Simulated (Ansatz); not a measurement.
**LaHg: strong compression**

The task here is to estimate one member of a computed series from the others.

Computed with Ansatz 0.2.0 (DFT, LDA, PAW with Ansatz's default frozen-core files, scalar-relativistic, unless a step's input says otherwise).

1 further run of the same task is left out (it didn't finish).

### The system as given

It takes space group Pm-3m (No. 221, cubic). The conventional cell has a = 3.864 Å, b = 3.864 Å, c = 3.864 Å, α = 90.00°, β = 90.00°, γ = 90.00°. La (site symmetry m-3m) is surrounded by 8 Hg at 3.35 Å. Around Hg (site symmetry m-3m) lie 8 La at 3.35 Å.

Structure file:

```cif
data_structure
_symmetry_space_group_name_H-M 'Pm-3m'
_symmetry_Int_Tables_number 221
_cell_length_a 3.8640
_cell_length_b 3.8640
_cell_length_c 3.8640
_cell_angle_alpha 90.000
_cell_angle_beta 90.000
_cell_angle_gamma 90.000
_cell_volume 57.69
loop_
_atom_site_label
_atom_site_type_symbol
_atom_site_symmetry_multiplicity
_atom_site_Wyckoff_symbol
_atom_site_fract_x
_atom_site_fract_y
_atom_site_fract_z
_atom_site_occupancy
La1 La 1 b 0.50000 0.50000 0.50000 1
Hg1 Hg 1 a 0.00000 0.00000 0.00000 1
```

The file gives the conventional cell by its symmetry; the runs use the cell typed in the input.

Whether this phase is the stable one at these pressures isn't tested.

Atoms are numbered in the order of the input: La1, Hg2.

The first run:

Contents of input.yaml:

```yaml
crystal:
  lattice:
    - [3.864, 0.0, 0.0]
    - [0.0, 3.864, 0.0]
    - [0.0, 0.0, 3.864]
  atoms:
    - { symbol: La, position: [0.5, 0.5, 0.5] }
    - { symbol: Hg, position: [0.0, 0.0, 0.0] }
kpoints:
  mp_grid: { grid: [9, 9, 9] }
  band_path:
    path:
      - [0.0, 0.0, 0.0]
      - [0.0, 0.5, 0.0]
      - [0.5, 0.5, 0.0]
      - [0.0, 0.0, 0.0]
      - [0.5, 0.5, 0.5]
      - [0.0, 0.5, 0.0]
      - [0.5, 0.5, 0.5]
      - [0.5, 0.5, 0.0]
    npoints: 6
scf:
  occupations: { method: fermi_dirac, width: 0.05 }
hamiltonian:
  xc: lda
  pseudopotentials: { kind: paw }
output:
  forces: true
  stress: true
  eigenvalues: true
  efg: { contact_densities: true }
  populations: true
```

The run is started by

```bash
ansatz run input.yaml --threads 1 --pin off --max-ram 2048MiB --backend cpu --events-out ev --progress --plain --runs-dir out
```

Steps of the session up to this table: Volume scaled by 1, PAW; Volume scaled by 0.8, PAW; Volume scaled by 0.75, PAW; Volume scaled by 0.55, PAW.

One table of the session follows, with a row left open; its other results are not shown here.

| method | volume over the first | volume (Å³/atom) | pressure (GPa) |
| --- | --- | --- | --- |
| PAW | 1 | 28.846 | -2.92 |
| PAW | 0.8 | 23.077 | 15.81 |
| PAW | 0.75 | 21.634 | 24.90 |
| PAW | 0.55 | ? | ? |

Q: Estimate the row for PAW, 0.55 from the others.

The run gave: volume (Å³/atom): 15.865; pressure (GPa): 115.43. In the column «volume (Å³/atom)» it is the lowest.

To keep in mind: Warnings in the runs' records: gradients without spin orbit.
